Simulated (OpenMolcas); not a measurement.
# Os⁵⁺ among point charges: CASSCF and CASPT2 levels and susceptibility

How does a field of 4 point charges split the states of Os⁵⁺, and what χT follows?

The numbers are computed with OpenMolcas 26.06 (state-averaged CASSCF and CASPT2, spin-orbit coupling by RASSI with atomic mean-field integrals), except any that are marked as measured or tabulated.

## 1. Starting point

* Species: Os⁵⁺ (osmium, Z = 76, 71 electrons)
* Basis: ANO-RCC-VDZP [7s6p4d2f1g], 68 functions
* Scalar Hamiltonian: DKH2, point nucleus
* Inactive shells: 1s 2s 2p 3s 3p 3d 4s 4p 4d 4f 5s 5p
* Active space: 3 electrons in 5 orbitals (5d)
* Some configurations of this space: 5d³
* Orbitals: optimised for each spin and parity, averaged over all roots

The outer shells:

5d3
```
5d [↑ ][↑ ][↑ ][  ][  ]
```

The ion sits among 4 point charges of -1 e arranged as a tetrahedron (Td), 1.99 Å from the ion.

The work runs as a chain of OpenMolcas steps in one folder; each step below is one input file. Labels, J, g values, rates, χT and fits are worked out afterwards by a script from the matrices that RASSI stores.

## 2. Basis and integrals

a.inp

```
&GATEWAY
Coord
1

Os 0.0 0.0 0.0
Basis=ANO-RCC-VDZP
Group=NoSym
NoMove
AngMom=0.0 0.0 0.0
AMFI
XField
4 Angstrom 0
1.148927 1.148927 1.148927 -1.000000
1.148927 -1.148927 -1.148927 -1.000000
-1.148927 1.148927 -1.148927 -1.000000
-1.148927 -1.148927 1.148927 -1.000000
&SEWARD
```

On the command line:

```
> OMP_NUM_THREADS=1 MOLCAS_MEM=1689 MOLCAS_PROJECT=a pymolcas a.inp > a.log
```

## 3. CASSCF: quartets, 10 roots

a.inp

```
&RASSCF
FileOrb=start.orb
Symmetry=1
Spin=4
nActEl=3 0 0
Inactive=34
Ras2=5
CIRoot=10 10 1
SDav=10
CIMx=300
Iter=120 100
PrWF=0.3
OrbListing=Nothing
MaxOrb=0
>>> COPY $Project.JobIph JOB001
```

start.orb holds the contracted functions of the basis, ordered by shell, or the orbitals of the step before.

## 4. Reference wave functions, doublets, 40 roots

a.inp

```
&RASSCF
FileOrb=start.orb
Symmetry=1
Spin=2
nActEl=3 0 0
Inactive=34
Ras2=5
CIRoot=40 40 1
SDav=40
CIMx=300
Iter=120 100
PrWF=0.3
OrbListing=Nothing
MaxOrb=0
>>> COPY $Project.JobIph JOB002
```

## 5. RASSI: spin-orbit coupling between the states

a.inp

```
&RASSI
NrOfJobIphs=2 10 40
1 2 3 4 5 6 7 8 9 10
1 2 3 4 5 6 7 8 9 10 11 12 13 14 15 16 17 18 19 20 21 22 23 24 25 26 27
28 29 30 31 32 33 34 35 36 37 38 39 40
IphNames
JOB001
JOB002
EJob
SpinOrbit
DIPRint=1.0
SOCoupling=1000.0
Subsets=2
Property=9
'ANGMOM' 1 'ANGMOM' 2 'ANGMOM' 3 'MLTPL  1' 1 'MLTPL  1' 2 'MLTPL  1' 3
'AMFI' 1 'AMFI' 2 'AMFI' 3
SOProperty=3
'ANGMOM' 1 'ANGMOM' 2 'ANGMOM' 3
```

## 6. CASPT2: IPEA 0.25, imaginary shift 0.1 (closed shells correlated: 4f 5s 5p)

a.inp

```
>>> COPY JOB001 $Project.JobIph
&CASPT2
Multistate=10 1 2 3 4 5 6 7 8 9 10
NoMult
Frozen=23
IPEA=0.25
Imaginary=0.1
MaxIter=60
WThr=0.0 0.3 0.05
PrWF=0.5
NoMix
>>> COPY JOB002 $Project.JobIph
&CASPT2
Multistate=40 1 2 3 4 5 6 7 8 9 10 11 12 13 14 15 16 17 18 19 20 21 22
23 24 25 26 27 28 29 30 31 32 33 34 35 36 37 38 39 40
NoMult
Frozen=23
IPEA=0.25
Imaginary=0.1
MaxIter=60
WThr=0.0 0.3 0.05
PrWF=0.5
NoMix
```

(Steps that only read results are left out.)

Q: Predict the outcome of this session. Wanted: spin-free ground state; first state of the same spin within the active space; lowest level; next level.

**Answer**, as computed:

```
                                            quantity                                                                           value
                                              method  SS-CASPT2, IPEA 0.25, imaginary shift 0.1 (closed shells correlated: 4f 5s 5p)
                              spin-free ground state                                                 4T1, 3-fold in its orbital part
first state of the same spin within the active space                                                                4T2 at 1420 cm⁻¹
                                        lowest level                                                                       4-fold Γ8
                                          next level                                                                     6724.8 cm⁻¹
                                         χT at 300 K                                                                  0.13 cm³ K/mol
                           effective moment at 300 K                                                                         1.00 μB
```

Cost by method:

```tsv
method	time of its own steps	time with the reference
A. CASSCF	12 s	12 s
B. SS-CASPT2, IPEA 0.25, imaginary shift 0.1, +4f 5s 5p	17 s	30 s
```

Times are of one thread on a shared host.

In words: The spin-free ground state (4T1) comes to 100 % from free-ion F terms and keeps the highest spin of the shell. χT at 300 K is 0.13, against 1.88 cm³ K/mol for the spin alone, so spin-orbit coupling lowers it. A ligand-field fit to the states below 45000 cm-1 gives 10Dq = -2031 cm-1, B = 796 cm-1 and C = 3506 cm-1 (C/B = 4.40), with a deviation of 342 cm-1. CASPT2 does not keep the components of a term degenerate, and the means are used. The field of point charges can differ much from that of real complexes. Point charges carry no covalency, so the field is a model and not that of real ligands.
